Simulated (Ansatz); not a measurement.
# NaCa3: the cost of one run

Program: the Python package of Ansatz 0.2.0. Level of theory: DFT PBEsol, plane waves, PAW. These are calculated values, not measurements.

## (1) The system

It takes space group Fm-3m (No. 225, cubic). Conventional cell: a = 8.675 Å, b = 8.675 Å, c = 8.675 Å, α = 90.00°, β = 90.00°, γ = 90.00°. Na (site symmetry m-3m) has 8 Ca at 3.76 Å as nearest neighbours. Ca (site symmetry -43m) is surrounded by 4 Na at 3.76 Å and 4 Ca at 3.76 Å. Ca (site symmetry m-3m) is surrounded by 8 Ca at 3.76 Å.

No structure file is read: the coordinates are typed or built in the script.

## (2) The code

The input, run_drho.py:

```python
import warnings

import ansatz as az
import numpy as np

vectors0 = np.array([
    [0.0, 4.33733, 4.33733],
    [4.33733, 0.0, 4.33733],
    [4.33733, 4.33733, 0.0],
])
sites = [
    ("Na", (0.0, 0.0, 0.0)),
    ("Ca", (0.25, 0.25, 0.25)),
    ("Ca", (0.75, 0.75, 0.75)),
    ("Ca", (0.5, 0.5, 0.5)),
]


def crystal_on(cell):
    crystal = az.Crystal(lattice=az.Lattice.of(cell))
    for symbol, position in sites:
        crystal = crystal.atom(symbol, position)
    return crystal

warnings.simplefilter("ignore", az.DeckWarning)

def solve(crystal):
    return (
        crystal.calculation()
        .functional("pbesol")
        .occupations(az.OccupationsMethod.COLD, width=0.15)
        .basis(460, grid_basis="typed")
        .kpoints(5, 5, 5)
        .density()
        .run(threads=1)
    )


whole = solve(crystal_on(vectors0))
difference = whole.density().channels[0].density_e_per_ang3.copy()
binding = whole.report["free_energy_ev"]
for element in ["Na", "Ca"]:
    part = az.Crystal(lattice=az.Lattice.of(vectors0))
    for symbol, position in sites:
        if symbol == element:
            part = part.atom(symbol, position)
    alone = solve(part)
    difference -= alone.density().channels[0].density_e_per_ang3
    binding -= alone.report["free_energy_ev"]
    print(f"{element} sublattice: {alone.report['n_electrons']:g} electrons, {alone.report['n_iterations']} iterations")

voxel = abs(np.linalg.det(vectors0)) / difference.size
print(f"energy of the crystal less its unpolarised sublattices: {binding / len(sites):.4f} eV/atom")
print(f"net charge of the difference {difference.sum() * voxel:.5f} e, charge moved {0.5 * np.abs(difference).sum() * voxel:.3f} e")
print(f"extremes {difference.min():.4f} and {difference.max():.4f} e/A^3")
for (symbol, position) in sites:
    index = tuple(int(round(p * n)) % n for p, n in zip(position, difference.shape))
    print(f"  change of the pseudo-density at the grid point nearest {symbol}: {difference[index]:+.4f} e/A^3")
profile = difference.mean(axis=(0, 1))
print("planar mean along the third vector:", np.round(profile[:: max(len(profile) // 12, 1)], 4))
```

## (3) What the engine is handed

The package turns the script's settings into the engine's input (first run):

```yaml
crystal:
  lattice:
    - [0.0, 4.33733, 4.33733]
    - [4.33733, 0.0, 4.33733]
    - [4.33733, 4.33733, 0.0]
  atoms:
    - { symbol: Na, position: [0.0, 0.0, 0.0] }
    - { symbol: Ca, position: [0.25, 0.25, 0.25] }
    - { symbol: Ca, position: [0.75, 0.75, 0.75] }
    - { symbol: Ca, position: [0.5, 0.5, 0.5] }
basis:
  ecutwfc: 460.0
  fft_grid_basis: typed
kpoints:
  mp_grid:
    grid: [5, 5, 5]
hamiltonian:
  xc: pbesol
scf:
  occupations:
    method: cold
    width: 0.15
output:
  write_density: true
```

## (4) Running it

Run with:

```
> python run_drho.py
```

What time and memory should one allow on 1 thread of Arm Neoverse V1, shared host?

About 4.5 s, with a peak of 0.43 GiB.
